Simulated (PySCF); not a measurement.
# C7H14BP: magnetic properties

What do calculations give for the magnetic properties of C7H14BP (`[BH3-][P@@+](C)(C#CC)C(=C)C`)?

Programs: PySCF 2.14.0, with routines of our own; each step states its level. All values are computed. Atoms count from 0.

## Step 1: The system as given

23 atoms, charge 0, multiplicity 1; geometry from: GFN2-xTB.

## Step 2: Magnetic properties: GIAO B3LYP/pcSseg-1

The job: settings as JSON, then the geometry in Å.

```
{"job": {"kind": "mag", "xc": "B3LYP", "basis": "pcSseg-1", "isotopologues": 0}, "charge": 0, "multiplicity": 1}
B     -1.139564    -2.092201    -0.852671
P     -0.432246    -0.675078     0.241167
C     -0.296874    -1.091349     2.022702
C      1.211119    -0.162383    -0.121780
C      2.328450     0.108466    -0.485137
C      3.671419     0.466009    -0.876882
C     -1.314262     0.922128     0.180634
C     -2.075378     1.362132     1.171788
C     -1.184487     1.616997    -1.136869
H     -2.261255    -2.222111    -0.463931
H     -1.065655    -1.719131    -1.981452
H     -0.438339    -3.027167    -0.612964
H      0.410550    -1.915009     2.111470
H     -1.267953    -1.428569     2.381156
H      0.051374    -0.243764     2.609991
H      3.658272     1.399880    -1.438865
H      4.298625     0.593008     0.005332
H      4.094217    -0.318342    -1.504299
H     -2.635414     2.280350     1.083600
H     -2.178950     0.834594     2.104329
H     -1.739203     2.552971    -1.147046
H     -0.134945     1.817915    -1.354080
H     -1.564254     0.967637    -1.926115
```

Level: GIAO B3LYP/pcSseg-1 magnetisability, rotational g tensor and spin-rotation constants, non-relativistic, gas phase.

Run with:

```bash
> OMP_NUM_THREADS=1 python excited_run.py task.json out
```

One launch serves the whole session: the jobs run in the order shown.

The log of the run:

```text
coarse grid: 18992 points
cycle   1  E = -641.0916489114  dE =  9.269e-01  |g| = 6.438e-01  |ddm| = 4.635e+00
cycle   2  E = -641.0910498485  dE =  5.991e-04  |g| = 6.537e-01  |ddm| = 1.527e+00
cycle   3  E = -641.2086638192  dE = -1.176e-01  |g| = 8.095e-02  |ddm| = 7.560e-01
cycle   4  E = -641.2093273367  dE = -6.635e-04  |g| = 6.264e-02  |ddm| = 1.094e-01
cycle   5  E = -641.2102303873  dE = -9.031e-04  |g| = 1.667e-02  |ddm| = 5.534e-02
cycle   6  E = -641.2102948822  dE = -6.449e-05  |g| = 6.375e-03  |ddm| = 2.250e-02
cycle   7  E = -641.2103045686  dE = -9.686e-06  |g| = 1.475e-03  |ddm| = 6.831e-03
final grid: 176800 points
cycle   8  E = -641.2813128292  dE = -5.314e-05  |g| = 7.956e-03  |ddm| = 4.688e-02
cycle   9  E = -641.2813009640  dE =  1.187e-05  |g| = 1.041e-02  |ddm| = 1.824e-02
cycle  10  E = -641.2813283000  dE = -2.734e-05  |g| = 2.174e-03  |ddm| = 1.147e-02
cycle  11  E = -641.2813294340  dE = -1.134e-06  |g| = 4.467e-04  |ddm| = 2.076e-03
cycle  12  E = -641.2813294687  dE = -3.466e-08  |g| = 2.553e-04  |ddm| = 5.638e-04
cycle  13  E = -641.2813294841  dE = -1.546e-08  |g| = 6.118e-05  |ddm| = 2.196e-04
cycle  14  E = -641.2813294851  dE = -9.791e-10  |g| = 1.213e-05  |ddm| = 8.530e-05
converged SCF energy = -641.2813294851

Magnetisability tensor (1e-30 J/T^2)
    -1852.34     -124.03       -7.16
     -124.03    -1651.65      -19.43
       -7.16      -19.43    -1672.88
isotropic -1725.62   principal values   -1912.45  -1674.49  -1589.92
isotropic susceptibility -103.919 1e-6 cm^3/mol

Inertial axes            a          b          c
rot. const./GHz      1.6545     0.8990     0.7828
chi total          -110.477    -97.938   -103.344
chi diamagnetic    -920.132  -1526.988  -1727.343
chi paramagnetic    809.655   1429.050   1623.999
quadrupole/D A       15.019     -3.689    -11.330
g nuclear            0.6189     0.5972     0.5954
g electronic        -0.6293    -0.6035    -0.5973
g total             -0.0104    -0.0063    -0.0019

Spin-rotation constants (kHz, H = +C I.J)
atom  isotope        aa         bb         cc
  0    11B        0.196      0.117      0.099
  1    31P        2.738      1.466      1.192
  9     1H        0.018     -0.089     -0.074
 10     1H       -0.157     -0.057     -0.011
 11     1H       -0.124     -0.006     -0.074
 12     1H       -0.112     -0.017     -0.090
 13     1H        0.006     -0.083     -0.091
 14     1H       -0.191     -0.069     -0.009
 15     1H       -0.182      0.017     -0.082
 16     1H       -0.156     -0.094      0.002
 17     1H       -0.117     -0.066     -0.039
 18     1H       -0.101      0.041     -0.086
 19     1H       -0.148     -0.001     -0.034
 20     1H       -0.134      0.003     -0.088
 21     1H        0.045     -0.087     -0.086
 22     1H       -0.177     -0.087      0.019
  2    13C*       0.250      0.140      0.105
  3    13C*       0.074      0.302      0.274
  4    13C*       0.157      0.340      0.317
  5    13C*       0.199      0.119      0.104
  6    13C*       0.484      0.451      0.220
  7    13C*       0.402      0.394      0.197
  8    13C*       0.276      0.137      0.124
* in the singly substituted isotopologue
```

It took 98 s on 1 thread of Arm Neoverse N1, shared host; peak memory 1.1 GiB.

From this job:

```
              quantity                      value
       magnetisability           -1726·10⁻³⁰ J/T²
  molar susceptibility        -103.9·10⁻⁶ cm³/mol
rotational g (a, b, c)  -0.0104, -0.0063, -0.0019
```

## Step 3: Magnetic properties: GIAO KT1/pcSseg-0

The job, as its differences from that of step 2:

```diff
@@ -1,2 +1,2 @@
-{"job": {"kind": "mag", "xc": "B3LYP", "basis": "pcSseg-1", "isotopologues": 0}, "charge": 0, "multiplicity": 1}
+{"job": {"kind": "mag", "xc": "KT1", "basis": "pcSseg-0"}, "charge": 0, "multiplicity": 1}
 B     -1.139564    -2.092201    -0.852671
```

Method: GIAO KT1/pcSseg-0 magnetisability, rotational g tensor and spin-rotation constants, non-relativistic, gas phase.

The log of the run:

```text
coarse grid: 18992 points
cycle   1  E = -645.8942413729  dE =  7.039e-01  |g| = 5.458e-01  |ddm| = 5.086e+00
cycle   2  E = -645.8455363266  dE =  4.871e-02  |g| = 6.747e-01  |ddm| = 2.205e+00
cycle   3  E = -645.9840410366  dE = -1.385e-01  |g| = 1.566e-01  |ddm| = 1.245e+00
cycle   4  E = -645.9899236755  dE = -5.883e-03  |g| = 5.820e-02  |ddm| = 2.386e-01
cycle   5  E = -645.9906231423  dE = -6.995e-04  |g| = 2.737e-02  |ddm| = 1.017e-01
cycle   6  E = -645.9908237906  dE = -2.006e-04  |g| = 9.061e-03  |ddm| = 4.819e-02
cycle   7  E = -645.9908461812  dE = -2.239e-05  |g| = 9.740e-04  |ddm| = 1.174e-02
cycle   8  E = -645.9908464811  dE = -2.999e-07  |g| = 2.876e-04  |ddm| = 2.618e-03
final grid: 176800 points
cycle   9  E = -646.1063870040  dE = -3.899e-05  |g| = 1.617e-02  |ddm| = 6.663e-02
cycle  10  E = -646.1063433346  dE =  4.367e-05  |g| = 2.045e-02  |ddm| = 4.843e-02
cycle  11  E = -646.1064572225  dE = -1.139e-04  |g| = 2.482e-03  |ddm| = 2.902e-02
cycle  12  E = -646.1064589064  dE = -1.684e-06  |g| = 7.342e-04  |ddm| = 3.998e-03
cycle  13  E = -646.1064590420  dE = -1.356e-07  |g| = 2.401e-04  |ddm| = 1.187e-03
cycle  14  E = -646.1064590558  dE = -1.386e-08  |g| = 1.193e-04  |ddm| = 4.163e-04
cycle  15  E = -646.1064590595  dE = -3.726e-09  |g| = 1.864e-05  |ddm| = 1.488e-04
cycle  16  E = -646.1064590596  dE = -1.021e-10  |g| = 5.954e-06  |ddm| = 4.399e-05
converged SCF energy = -646.1064590596

Magnetisability tensor (1e-30 J/T^2)
    -1953.50     -126.53      -12.96
     -126.53    -1769.64      -14.12
      -12.96      -14.12    -1787.42
isotropic -1836.85   principal values   -2019.37  -1786.57  -1704.62
isotropic susceptibility -110.618 1e-6 cm^3/mol

Inertial axes            a          b          c
rot. const./GHz      1.6545     0.8990     0.7828
chi total          -116.444   -105.205   -110.204
chi diamagnetic    -921.576  -1528.318  -1728.512
chi paramagnetic    805.132   1423.113   1618.308
quadrupole/D A       15.239     -3.663    -11.576
g nuclear            0.6189     0.5972     0.5954
g electronic        -0.6258    -0.6010    -0.5952
g total             -0.0069    -0.0038     0.0002

Spin-rotation constants (kHz, H = +C I.J)
atom  isotope        aa         bb         cc
  0    11B        0.178      0.103      0.088
  1    31P        2.279      1.244      1.074
  9     1H        0.012     -0.093     -0.080
 10     1H       -0.160     -0.061     -0.017
 11     1H       -0.127     -0.010     -0.079
 12     1H       -0.129     -0.026     -0.100
 13     1H       -0.009     -0.095     -0.099
 14     1H       -0.205     -0.076     -0.018
 15     1H       -0.205      0.011     -0.090
 16     1H       -0.177     -0.104     -0.004
 17     1H       -0.137     -0.074     -0.046
 18     1H       -0.115      0.030     -0.092
 19     1H       -0.163     -0.012     -0.041
 20     1H       -0.149     -0.006     -0.097
 21     1H        0.033     -0.100     -0.094
 22     1H       -0.193     -0.098      0.013
  2    13C*       0.219      0.122      0.089
  3    13C*       0.074      0.264      0.238
  4    13C*       0.141      0.301      0.281
  5    13C*       0.164      0.102      0.089
  6    13C*       0.428      0.400      0.190
  7    13C*       0.372      0.356      0.180
  8    13C*       0.249      0.119      0.111
* in the singly substituted isotopologue
```

Wall time 47 s (1 thread of Arm Neoverse N1, shared host); peak memory 0.64 GiB.

From this job:

```
              quantity                     value
       magnetisability          -1837·10⁻³⁰ J/T²
  molar susceptibility       -110.6·10⁻⁶ cm³/mol
rotational g (a, b, c)  -0.0069, -0.0038, 0.0002
```

## Step 4: Magnetic properties side by side

```
              level  ξ (10⁻³⁰ J/T²)     g(a)     g(b)  gap (eV)  functions  time
GIAO B3LYP/pcSseg-1           -1726  -0.0104  -0.0063      6.67        230  98 s
  GIAO KT1/pcSseg-0           -1837  -0.0069  -0.0038      5.34        113  47 s
```

## Step 5: What came out

| quantity | value |
| --- | --- |
| magnetisability (step 2, GIAO B3LYP/pcSseg-1) | -1726·10⁻³⁰ J/T² |
| molar susceptibility (step 2, GIAO B3LYP/pcSseg-1) | -103.9·10⁻⁶ cm³/mol |
| rotational g (a, b, c) (step 2, GIAO B3LYP/pcSseg-1) | -0.0104, -0.0063, -0.0019 |
| magnetisability over the levels | -1837 to -1726·10⁻³⁰ J/T² |

In words: The magnetisability spreads by 6.2 % over 2 levels, from GIAO KT1/pcSseg-0 (47 s) to GIAO B3LYP/pcSseg-1 (98 s); the runs took 47 s to 98 s. Two levels can agree by chance, so this spread shows no convergence. Vibrational averaging and real surroundings are missing from these values.
